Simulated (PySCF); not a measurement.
FGaSiClH3, in a box:

```
F Ga Si Cl H
1.0
    14.00000    0.00000    0.00000
     0.00000   14.00000    0.00000
     0.00000    0.00000   12.00000
F Ga Si Cl H
1 1 1 1 3
Direct
  0.52759 0.33737 0.54514
  0.47753 0.44029 0.48090
  0.56367 0.59200 0.48225
  0.34647 0.41718 0.39921
  0.50751 0.66316 0.42010
  0.58042 0.61956 0.59718
  0.66176 0.57758 0.43134
```

The cell isn't the ideal one: atoms moved at random, drawn with an rms of 0.05 Å.

Program: PySCF 2.14.0. Alike in all runs: task atomic charges; potentials or basis def2-svp (all-electron); no spin polarisation; cell atoms moved at random, drawn with an rms of 0.05 Å; k mesh 1 × 1 × 1; smearing fixed.

Q: Order these runs on this cell by their band gap on the k mesh, lowest first.
A. level CAM-B3LYP+D3; exxdiv ewald
B. level B3LYP5+D3(BJM); exxdiv ewald
C. level TPSS+D3(OP)
D. level M06-L+D3

A: C (5.04 eV), D (5.37 eV), B (6.30 eV), A (9.02 eV).

Caveats: this is a molecule in a periodic box at the Γ point, so its band gap is the HOMO-LUMO gap; relativity is left out, which matters for the heavier elements; the basis of atomic orbitals isn't converged, which shifts pressures, moduli and gaps.

Runs at the PBE level aren't shown here.
